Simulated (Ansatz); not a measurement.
# C₂H₂GeN₂: basis-set convergence

One table from this session's results is given with a row withheld; the runs are named, their logs left out.

Program: Ansatz 0.2.0, Gaussian basis. Level of theory: one geometry, several basis sets. These are calculated values, not measurements.

The runs, in order: PBE0-D4/def2-SVP; ωB97M-V/def2-SVP; PBE0-D4/def2-QZVPP; ωB97M-V/def2-QZVPP; the functionals' def2-TZVPP values are taken from earlier runs.

## Structure used throughout

All runs share one geometry, relaxed beforehand with PBE0-D4 in a triple-zeta def2 set.

SMILES `N#[C][GeH2][C]#N`, 7 atoms, charge 0, spin multiplicity 1.

Atoms are counted from 1 here; the program's logs count them from 0.

Bond lengths: N1–C2 1.151 Å, C2–Ge3 1.914 Å, Ge3–C4 1.914 Å, Ge3–H6 1.523 Å, Ge3–H7 1.523 Å, C4–N5 1.151 Å. Angles: N1–C2–Ge3 178.3°, C2–Ge3–C4 106.1°, C2–Ge3–H6 108.9°, C2–Ge3–H7 108.9°, C4–Ge3–H6 108.9°, C4–Ge3–H7 108.9°, H6–Ge3–H7 114.9°, Ge3–C4–N5 178.3°.

The first run:

Input file in.yaml:

```yaml
crystal:
  periodic: [false, false, false]
  atoms:
    - {symbol: N, position_ang: [0.595612, -2.373777, 1.261022]}
    - {symbol: C, position_ang: [0.474653, -1.307418, 0.846035]}
    - {symbol: Ge, position_ang: [0.312214, 0.484581, 0.193175]}
    - {symbol: C, position_ang: [-0.989112, 0.421527, -1.209125]}
    - {symbol: N, position_ang: [-1.767358, 0.417272, -2.056641]}
    - {symbol: H, position_ang: [-0.213525, 1.371653, 1.313895]}
    - {symbol: H, position_ang: [1.648815, 0.918262, -0.393961]}
basis:
  gaussian: {orbitals: def2-SVP}
hamiltonian: {xc: pbe0, dispersion: d4}
output: {orbitals: {seedname: orbitals}}
```

Command:

```bash
$ ansatz run in.yaml --threads 4 --pin off --events-out ev --progress --plain --max-ram 10444MiB
```

Among the steps run: PBE0-D4 in def2-SVP; ωB97M-V in def2-SVP; PBE0-D4 in def2-QZVPP; ωB97M-V in def2-QZVPP.

One table of the session follows, with a row left open; its other results are not shown here.

It belongs to the step «Density functionals: the series». 

```
functional       basis  HOMO (eV)
   PBE0-D4    def2-SVP     -10.14
   PBE0-D4  def2-TZVPP          ?
   PBE0-D4  def2-QZVPP     -10.23
   ωB97M-V    def2-SVP     -12.35
   ωB97M-V  def2-TZVPP     -12.48
   ωB97M-V  def2-QZVPP     -12.49
```

Estimate the missing values for PBE0-D4, def2-TZVPP.

The run gave: HOMO (eV): -10.22. In the column «HOMO (eV)» it lies between PBE0-D4, def2-QZVPP (-10.23) and PBE0-D4, def2-SVP (-10.14).
